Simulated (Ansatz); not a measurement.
# C₃H₁₀BNSi: small, medium and large basis sets

Aim: see how fast density functionals converge with the basis set for C₃H₁₀BNSi.

The runs use Ansatz 0.2.0, Gaussian basis; one geometry, several basis sets.

Levels to be run: PBE0-D4/def2-SVP; ωB97M-V/def2-SVP; PBE0-D4/def2-QZVPP; ωB97M-V/def2-QZVPP; the functionals' def2-TZVPP values are taken from earlier runs.

### Step 1. The relaxed structure

An earlier PBE0-D4 in a triple-zeta def2 set relaxation fixed the geometry.

SMILES `BN(C=C)[SiH2]C`, 16 atoms, charge 0, spin multiplicity 1.

Atoms are counted from 1 here; the program's logs count them from 0.

Bond lengths: B1–N2 1.407 Å, B1–H7 1.195 Å, B1–H8 1.198 Å, N2–C3 1.404 Å, N2–Si5 1.773 Å, C3–C4 1.329 Å, C3–H9 1.086 Å, C4–H10 1.081 Å, C4–H11 1.083 Å, Si5–C6 1.863 Å, Si5–H12 1.487 Å, Si5–H13 1.480 Å, C6–H14 1.092 Å, C6–H15 1.093 Å, C6–H16 1.091 Å. Angles: N2–B1–H7 119.4°, N2–B1–H8 119.0°, H7–B1–H8 121.6°, B1–N2–C3 119.6°, B1–N2–Si5 120.4°, C3–N2–Si5 120.0°, N2–C3–C4 126.7°, N2–C3–H9 113.2°, C4–C3–H9 120.1°, C3–C4–H10 119.6°, C3–C4–H11 123.3°, H10–C4–H11 117.1°, N2–Si5–C6 111.2°, N2–Si5–H12 108.5°, N2–Si5–H13 106.2°, C6–Si5–H12 110.5°, C6–Si5–H13 111.0°, H12–Si5–H13 109.3° and more.

Coordinates:

| atom | x (Å) | y (Å) | z (Å) |
| --- | --- | --- | --- |
| B1 | -0.6735 | -1.8916 | 1.0228 |
| N2 | 0.0517 | -0.8371 | 0.4380 |
| C3 | 1.0225 | -1.1196 | -0.5357 |
| C4 | 1.7998 | -0.2413 | -1.1614 |
| Si5 | -0.2926 | 0.8433 | 0.8850 |
| C6 | -1.1670 | 1.7407 | -0.4931 |
| H7 | -1.5035 | -1.6469 | 1.8468 |
| H8 | -0.4441 | -3.0152 | 0.6765 |
| H9 | 1.1060 | -2.1785 | -0.7626 |
| H10 | 2.5153 | -0.5888 | -1.8940 |
| H11 | 1.7696 | 0.8243 | -0.9676 |
| H12 | 0.9920 | 1.5164 | 1.2136 |
| H13 | -1.1379 | 0.7832 | 2.0987 |
| H14 | -2.1356 | 1.2773 | -0.6943 |
| H15 | -1.3407 | 2.7827 | -0.2118 |
| H16 | -0.5853 | 1.7288 | -1.4165 |

### Step 2. PBE0-D4 in def2-SVP

File in.yaml:

```yaml
crystal:
  periodic: [false, false, false]
  atoms:
    - {symbol: B, position_ang: [-0.673453, -1.891573, 1.022790]}
    - {symbol: N, position_ang: [0.051721, -0.837109, 0.438013]}
    - {symbol: C, position_ang: [1.022465, -1.119608, -0.535743]}
    - {symbol: C, position_ang: [1.799847, -0.241332, -1.161411]}
    - {symbol: Si, position_ang: [-0.292565, 0.843278, 0.885010]}
    - {symbol: C, position_ang: [-1.166989, 1.740692, -0.493103]}
    - {symbol: H, position_ang: [-1.503457, -1.646911, 1.846786]}
    - {symbol: H, position_ang: [-0.444067, -3.015234, 0.676466]}
    - {symbol: H, position_ang: [1.105968, -2.178539, -0.762618]}
    - {symbol: H, position_ang: [2.515321, -0.588810, -1.894023]}
    - {symbol: H, position_ang: [1.769628, 0.824257, -0.967599]}
    - {symbol: H, position_ang: [0.992015, 1.516371, 1.213557]}
    - {symbol: H, position_ang: [-1.137933, 0.783166, 2.098673]}
    - {symbol: H, position_ang: [-2.135617, 1.277348, -0.694250]}
    - {symbol: H, position_ang: [-1.340718, 2.782744, -0.211777]}
    - {symbol: H, position_ang: [-0.585264, 1.728759, -1.416468]}
basis:
  gaussian: {orbitals: def2-SVP}
hamiltonian: {xc: pbe0, dispersion: d4}
output: {orbitals: {seedname: orbitals}}
```

On the command line:

```bash
$ ansatz run in.yaml --threads 4 --pin off --events-out ev --progress --plain --max-ram 11315MiB
```

Further steps of the session: ωB97M-V in def2-SVP; PBE0-D4 in def2-QZVPP; ωB97M-V in def2-QZVPP.

Before running them: what should the planned runs give, taken together? Wanted: PBE0-D4: double and triple zeta above quadruple; ωB97M-V: double and triple zeta above quadruple.

As calculated:

| quantity | value |
| --- | --- |
| PBE0-D4: double and triple zeta above quadruple | 9.38, 0.59 eV |
| ωB97M-V: double and triple zeta above quadruple | 9.71, 0.55 eV |

What this shows: PBE0-D4 gains 8.79 eV from double to triple zeta, then 0.59 eV more. Total energies overstate the basis error of differences, where much of it tends to cancel. The LUMO of ωB97M-V is positive and keeps falling with the basis (1.61 to 1.02 eV): an unbound level that the basis holds in place.
